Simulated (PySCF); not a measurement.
# C₂H₇BO₂Si: electronic excitations

What electronic excitations should C₂H₇BO₂Si (`C=CB(O)O[SiH3]`) show?

The runs use PySCF 2.14.0, with density-fitted response routines of our own; the level of theory stands in each step. All values are computed, except where a source is named. Atoms count from 0, in the outputs and in this text.

### 1 The molecule as given

13 atoms, charge 0, multiplicity 1; geometry from: GFN2-xTB.

Bonds of the start (Å): C0–C1 1.33, C1–B2 1.57, B2–O3 1.35, B2–O4 1.35, O4–Si5 1.61, C0–H6 1.08, C0–H7 1.08, C1–H8 1.08, O3–H9 0.96, Si5–H10 1.46, Si5–H11 1.46, Si5–H12 1.46.

### 2 Ultraviolet spectrum: CAM-B3LYP/def2-SVPD

What the job is given:

```
{"job": {"kind": "uv", "xc": "CAM-B3LYP", "basis": "def2-SVPD", "nstates": 8, "ntriplets": 3}, "charge": 0, "multiplicity": 1}
C      1.780267     0.290418    -1.167820
C      1.414412    -0.804793    -0.516036
B      0.061336    -0.982498     0.266799
O     -0.061663    -2.076019     1.050837
O     -0.960561    -0.109039     0.188442
Si    -1.666291     1.219711    -0.378940
H      2.722736     0.374094    -1.687398
H      1.142635     1.160238    -1.203678
H      2.094138    -1.647604    -0.499270
H     -0.896292    -2.150961     1.515670
H     -3.063720     1.060976     0.026281
H     -1.036205     2.378160     0.258884
H     -1.535180     1.287803    -1.836293
```

Method: TDDFT CAM-B3LYP/def2-SVPD, vertical, gas phase, core orbitals frozen in the response.

Run with:

```sh
$ OMP_NUM_THREADS=1 python probes_run.py task.json out
```

The driver reads the jobs from task.json and runs them one after another.

The log of the run:

```text
coarse grid: 11400 points
cycle   1  E = -544.7230873854  dE =  7.676e-01  |g| = 8.726e-01  |ddm| = 6.224e+00
cycle   2  E = -544.6565640309  dE =  6.652e-02  |g| = 1.090e+00  |ddm| = 2.719e+00
cycle   3  E = -544.8701811948  dE = -2.136e-01  |g| = 6.054e-02  |ddm| = 1.467e+00
cycle   4  E = -544.8709056715  dE = -7.245e-04  |g| = 3.038e-02  |ddm| = 1.814e-01
cycle   5  E = -544.8711204980  dE = -2.148e-04  |g| = 8.923e-03  |ddm| = 5.288e-02
cycle   6  E = -544.8711336656  dE = -1.317e-05  |g| = 2.863e-03  |ddm| = 1.469e-02
cycle   7  E = -544.8711354540  dE = -1.788e-06  |g| = 4.556e-04  |ddm| = 4.935e-03
final grid: 105576 points
cycle   8  E = -544.9645763857  dE = -3.140e-05  |g| = 2.605e-03  |ddm| = 9.382e-02
cycle   9  E = -544.9645771776  dE = -7.919e-07  |g| = 2.099e-03  |ddm| = 9.422e-03
cycle  10  E = -544.9645782799  dE = -1.102e-06  |g| = 2.289e-04  |ddm| = 3.320e-03
cycle  11  E = -544.9645782859  dE = -5.972e-09  |g| = 2.057e-04  |ddm| = 7.083e-04
cycle  12  E = -544.9645782940  dE = -8.095e-09  |g| = 1.756e-05  |ddm| = 2.775e-04
cycle  13  E = -544.9645782941  dE = -1.087e-10  |g| = 7.404e-06  |ddm| = 6.488e-05
converged SCF energy = -544.9645782941

Static polarisability (au): isotropic 69.936, principal 54.747 74.381 80.679

Singlet excitations
state   eV       nm        f      main configurations
  1   6.5713    188.7   0.00048   H-1->L 0.81, H-3->L 0.16
  2   6.9279    179.0   0.29832   H->L 0.95
  3   7.4165    167.2   0.02888   H->L+1 0.83
  4   7.5572    164.1   0.00532   H-1->L+1 0.75
  5   7.8718    157.5   0.00541   H-2->L+1 0.75
  6   8.0110    154.8   0.05216   H-2->L 0.43, H-3->L 0.35
  7   8.0515    154.0   0.07335   H-2->L 0.48, H-3->L 0.33
  8   8.1866    151.4   0.02219   H->L+3 0.45, H->L+4 0.35, H->L+1 0.10

Triplet excitations (Tamm-Dancoff, eV): 4.1386 6.0169 7.2306
```

It took 30 s on 1 thread of Arm Neoverse V2, shared host; peak memory 0.87 GiB.

Frontier orbitals and where they lie:

| orbital | eV | atoms |
| --- | --- | --- |
| HOMO−3 | -11.22 | C1 16 %, O3 13 %, C0 12 % |
| HOMO−2 | -10.50 | O4 29 %, Si5 21 %, O3 18 % |
| HOMO−1 | -10.01 | O4 28 %, C1 16 %, Si5 14 % |
| HOMO | -9.35 | C1 39 %, C0 39 %, B2 6 % |
| LUMO | 0.41 | C0 32 %, C1 26 %, B2 15 % |
| LUMO+1 | 0.63 | B2 37 %, Si5 15 %, O3 12 % |
| LUMO+2 | 1.31 | Si5 54 %, H12 12 %, H11 12 % |

With each of the 8 states as a Gaussian band of 0.4 eV half-width at 1/e, the curve within the window shown has maxima at 179 nm (ε 12,000), 154 nm (ε 6,200) L/(mol cm). Beyond the last state computed it falls off for lack of states. The curve at chosen wavelengths:

```csv
nm,ε (L/mol/cm)
146,1958
148,3276
151,5271
153,6058
156,5954
158,5245
161,4078
163,3689
166,4136
168,5182
170,6730
173,9477
175,11090
178,12350
180,12161
183,10476
185,8758
187,6899
190,4346
192,2996
195,1570
197,966
200,434
202,243
205,96
207,50
```

Leading natural transition orbitals of singlet state 2: the hole lies on C0, C1 about 38 % each; the particle on B2 27 %; C0, C1 about 19 % each; H6, H7 about 9 % each.

Leading natural transition orbitals of singlet state 1: the hole lies on C1 23 %; O4 18 %; H8 16 %; the particle on C0, C1 about 25 % each; B2 20 %; H6, H7 about 8 % each.

Ground-state properties from the same run:

| property | computed |
| --- | --- |
| dipole moment (D) | 1.22 |
| polarisability (Å³) | 10.36 |
| HOMO–LUMO gap (eV) | 9.76 |
| −ε(HOMO) (eV) | 9.35 |

Orbitals, density, ELF and potential are computed afterwards from the orbital file.

Frontier orbitals at CAM-B3LYP/def2-SVPD, with the share of their density that lies nearest to each atom:

| orbital | energy (eV) | lies on |
| --- | --- | --- |
| HOMO | -9.35 | C0, C1 about 39 % each |
| LUMO | 0.41 | C0, C1 about 23 % each; B2 20 %; H6, H7 about 8 % each |

ELF in a plane through or near 11 of the atoms.

Ten even steps from ' ' (0.00) to '@' (1.00):
```
                                                        
                                                        
                                                        
                  ..::....==++==                        
                  ==##****@@@@%%==                      
                ..**%%##--%%@@##                        
                  ::**##**##==    ::                    
          ::##**::  ..--::..::++####--  ..%%@@**        
        ..%%@@@@@@**####==::##++++%%--::%%@@@@@@**      
          ##@@@@@@----@@**--**######..--@@@@@@@@%%..    
            ::==++====++::  ..++**..%%**++@@@@@@**      
              ..==++--++--..    ..  ++::..====::        
          ..##@@@@====@@@@@@==  ..====--..              
          **@@@@@@@@**@@@@@@**    ::::..                
          ::@@@@@@**..==%%##::                          
            ..----                                      
                                                        
                                                        
                                                        
                                                        
```
The map spans 11.7 Å across and 11.1 Å up, centred on the molecule. Atoms in the plane (x, y in Å): C0 (-1.6, -1.3), C1 (-1.6, 0.1), B2 (-0.4, 1.1), O3 (-0.7, 2.4), O4 (0.9, 0.7), Si5 (2.0, -0.5), H6 (-2.4, -1.9), H7 (-0.6, -1.7), H8 (-2.6, 0.5), H9 (0.1, 3.0), H10 (3.2, 0.3).

On the surface of density 0.002 e/bohr³ the electrostatic potential runs, from the 1st to the 99th percentile, from -1.26 V near O3 to 2.02 V near H9.

### 3 What came out

| quantity | value |
| --- | --- |
| lowest singlet (CAM-B3LYP/def2-SVPD) | 6.57 eV (189 nm), f = 0.000 |
| brightest single state of those computed | state 2, 6.93 eV, f = 0.298 |
| lowest triplet | 4.14 eV |
| surface potential, 1st and 99th percentile | -1.26 V and 2.02 V |

In words: The first singlet state (HOMO−1→LUMO 0.81, HOMO−3→LUMO 0.16) lies at 6.57 eV and is dark; of the 8 states computed, the strongest absorption comes from state 2 at 6.93 eV. The lowest triplet lies 2.43 eV below the lowest singlet (triplets in Tamm-Dancoff, singlets in full TDDFT).
